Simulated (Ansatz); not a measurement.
**CH3ClMoS2: a ladder of functionals and wavefunction methods**

The task here is to estimate one member of a computed series from the others.

Computed with Ansatz 0.2.0, Gaussian basis. Level: functionals in def2-TZVPP, the program's frozen cores in correlated methods.

The runs, in order: LDA (SPW92), PBE-D4, revPBE-D4, BLYP-D4, r2SCAN-D4, B97M-V, PBE0-D4, B3LYP-D4, r2SCANh-D4, r2SCAN0-D4, HSE06-D4, BHLYP-D4, CAM-B3LYP-D4, LC-ωPBE, ωB97X-V, ωB97M-V, B2PLYP, PBE-QIDH; CCSD(T)/def2-SVP; CCSD(T)/def2-TZVPP; MP2/def2-QZVPP; extrapolation to the limit; RPA on PBE.

**Structure used throughout**

All runs share one geometry, relaxed beforehand with PBE0-D4 in a triple-zeta def2 set. Mo takes the def2 core potential; no spin-orbit term is included.

SMILES `[CH3][Mo](=[S])(=[S])[Cl]`, 8 atoms, charge 0, spin multiplicity 1.

Atoms are counted from 1 here; the program's logs count them from 0.

Bond lengths: C1–Mo2 2.080 Å, C1–H6 1.090 Å, C1–H7 1.095 Å, C1–H8 1.095 Å, Mo2–S3 2.088 Å, Mo2–S4 2.088 Å, Mo2–Cl5 2.238 Å. Angles: Mo2–C1–H6 113.0°, Mo2–C1–H7 106.9°, Mo2–C1–H8 106.8°, H6–C1–H7 109.7°, H6–C1–H8 109.7°, H7–C1–H8 110.7°, C1–Mo2–S3 104.2°, C1–Mo2–S4 104.2°, C1–Mo2–Cl5 110.7°, S3–Mo2–S4 109.6°, S3–Mo2–Cl5 113.6°, S4–Mo2–Cl5 113.7°.

The first run:

in.yaml reads:

```yaml
crystal:
  periodic: [false, false, false]
  atoms:
    - {symbol: C, position_ang: [-0.901399, -0.213234, 0.634308]}
    - {symbol: Mo, position_ang: [0.772794, 0.168149, -0.540071]}
    - {symbol: S, position_ang: [2.167568, -1.257788, 0.075776]}
    - {symbol: S, position_ang: [0.144628, -0.261913, -2.483891]}
    - {symbol: Cl, position_ang: [1.466400, 2.277812, -0.266519]}
    - {symbol: H, position_ang: [-1.275284, -1.231257, 0.526129]}
    - {symbol: H, position_ang: [-0.608316, -0.036499, 1.673924]}
    - {symbol: H, position_ang: [-1.674089, 0.497631, 0.324645]}
basis:
  gaussian: {orbitals: def2-TZVPP}
hamiltonian: {xc: lda}
output: {orbitals: {seedname: orbitals}}
```

Run with:

```sh
$ ansatz run in.yaml --threads 4 --pin off --events-out ev --progress --plain --max-ram 10444MiB
```

Steps of the session up to this table: LDA; PBE-D4 (GGA); revPBE-D4 (GGA); BLYP-D4 (GGA); r2SCAN-D4 (meta-GGA); B97M-V (meta-GGA); B3LYP-D4 (hybrid); r2SCANh-D4 (hybrid); r2SCAN0-D4 (hybrid); HSE06-D4 (hybrid); BHLYP-D4 (hybrid); CAM-B3LYP-D4 (range-separated); LC-ωPBE (range-separated); ωB97X-V (range-separated); ωB97M-V (range-separated); B2PLYP (double hybrid); PBE-QIDH (double hybrid).

One table of the session follows, with a row left open; its other results are not shown here.

It belongs to the step «Orbital energies across the functionals». 

```
  functional  HOMO (eV)  LUMO (eV)  gap (eV)
 LDA (SPW92)      -6.54      -4.46      2.08
      PBE-D4      -6.40      -4.28      2.12
   revPBE-D4      -6.35      -4.22      2.13
     BLYP-D4      -6.21      -4.13      2.08
   r2SCAN-D4      -6.66      -4.29      2.37
      B97M-V      -6.71      -4.25      2.47
     PBE0-D4      -7.48      -3.59      3.90
    B3LYP-D4      -7.24      -3.74      3.50
  r2SCANh-D4      -7.05      -4.01      3.05
  r2SCAN0-D4          ?          ?         ?
    HSE06-D4      -7.09      -3.96      3.14
    BHLYP-D4      -8.39      -2.67      5.73
CAM-B3LYP-D4      -8.65      -2.54      6.11
     LC-ωPBE      -9.94      -1.55      8.39
     ωB97X-V      -9.61      -1.58      8.03
     ωB97M-V      -9.44      -1.55      7.89
```

Q: Estimate the row for r2SCAN0-D4 from the others.

Worked estimate for «HOMO (eV)». Against the share of exact exchange, r2SCAN-D4 (0, -6.66), r2SCANh-D4 (0.1, -7.05) give a slope of -3.90 per unit share; at 0.25 the line stands at -7.63.

As computed: HOMO (eV): -7.65; LUMO (eV): -3.58; gap (eV): 4.07. In «HOMO (eV)» the line misses by +0.02.
